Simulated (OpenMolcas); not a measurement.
**Tm²⁺ among point charges: CASSCF and CASPT2 levels and susceptibility**

Aim: the splitting of the states of Tm²⁺ in the field of 8 point charges, its lowest levels with spin-orbit coupling and its magnetic susceptibility.

Method: state-averaged CASSCF and CASPT2, spin-orbit coupling by RASSI with atomic mean-field integrals. Code: OpenMolcas 26.06.

## Step 1: What is computed

| Property | Result |
| --- | --- |
| Species | Tm²⁺ (thulium, Z = 69, 67 electrons) |
| Basis | ANO-RCC-VTZP [8s7p5d3f2g1h], 104 functions |
| Scalar Hamiltonian | DKH2, point nucleus |
| Inactive shells | 1s 2s 2p 3s 3p 3d 4s 4p 4d 5s 5p |
| Active space | 13 electrons in 7 orbitals (4f) |
| Some configurations of this space | 4f¹³ |
| Orbitals | optimised for the highest spin of each parity, averaged over all roots |

The outer shells:

4f13
```
4f [↑↓][↑↓][↑↓][↑↓][↑↓][↑↓][↑ ]
```

The ion sits among 8 point charges of -1 e arranged as a hexagonal bipyramid (D6h), 3.04 Å from the ion, with the axial distance 3.253 Å.

The work runs as a chain of OpenMolcas steps in one folder; each step below is one input file. Labels, J, g values, rates, χT and fits are worked out afterwards by a script from the matrices that RASSI stores. The input lists half of the charges; inversion (Group=XYZ) makes the rest.

## Step 2: GATEWAY and SEWARD: basis and integrals

Input file a.inp:

```
&GATEWAY
Coord
1

Tm 0.0 0.0 0.0
Basis=ANO-RCC-VTZP
Group=XYZ
NoMove
AngMom=0.0 0.0 0.0
AMFI
XField
4 Angstrom 0
3.040000 0.000000 0.000000 -1.000000
1.520000 2.632717 0.000000 -1.000000
1.520000 -2.632717 0.000000 -1.000000
0.000000 0.000000 3.252800 -1.000000
&SEWARD
```

Run with:

```console
> OMP_NUM_THREADS=1 MOLCAS_MEM=2252 MOLCAS_PROJECT=a pymolcas a.inp > a.log
```

## Step 3: Reference wave functions, doublets of odd parity, 7 roots

Input file a.inp:

```
&RASSCF
FileOrb=start.orb
Symmetry=2
Spin=2
nActEl=13 0 0
Inactive=15 12
Ras2=0 7
CIRoot=7 7 1
SDav=7
CIMx=300
Iter=120 100
PrWF=0.3
OrbListing=Nothing
MaxOrb=0
>>> COPY $Project.JobIph JOB001
```

start.orb holds the contracted functions of the basis, ordered by shell, or the orbitals of the step before.

## Step 4: State interaction with spin-orbit coupling

Input file a.inp:

```
&RASSI
NrOfJobIphs=1 7
1 2 3 4 5 6 7
IphNames
JOB001
EJob
SpinOrbit
DIPRint=1.0
SOCoupling=1000.0
Subsets=2
Property=9
'ANGMOM' 1 'ANGMOM' 2 'ANGMOM' 3 'MLTPL  1' 1 'MLTPL  1' 2 'MLTPL  1' 3
'AMFI' 1 'AMFI' 2 'AMFI' 3
SOProperty=3
'ANGMOM' 1 'ANGMOM' 2 'ANGMOM' 3
```

## Step 5: CASPT2: IPEA 0.25, imaginary shift 0.1 (closed shells correlated: 5s 5p)

Input file a.inp:

```
>>> COPY JOB001 $Project.JobIph
&CASPT2
Multistate=7 1 2 3 4 5 6 7
NoMult
Frozen=14 9
IPEA=0.25
Imaginary=0.1
MaxIter=60
WThr=0.0 0.3 0.05
PrWF=0.5
NoMix
```

(Steps that only read results are left out.)

What does the calculation give? Wanted: spin-free ground state; first state of the same spin within the active space; lowest level; next level.

As calculated:

| quantity | value |
| --- | --- |
| method | SS-CASPT2, IPEA 0.25, imaginary shift 0.1 (closed shells correlated: 5s 5p) |
| spin-free ground state | doublet, 1-fold in its orbital part |
| first state of the same spin within the active space | doublet at 37.4 cm⁻¹ |
| lowest level | 2-fold, g = 0.09, 0.09, 8.00 |
| next level | 556.2 cm⁻¹ |
| χT at 300 K | 2.39 cm³ K/mol |
| effective moment at 300 K | 4.37 μB |

Cost by method:

```csv
method,time of its own steps,time with the reference
A. CASSCF,3.2 s,3.2 s
"B. SS-CASPT2, IPEA 0.25, imaginary shift 0.1, +5s 5p",3.2 s,6.5 s
```

Times are of one thread on a shared host.

The spin-free ground state (doublet) comes to 100 % from free-ion F terms and keeps the highest spin of the shell. This is an electrostatic model: the charges have no orbitals.
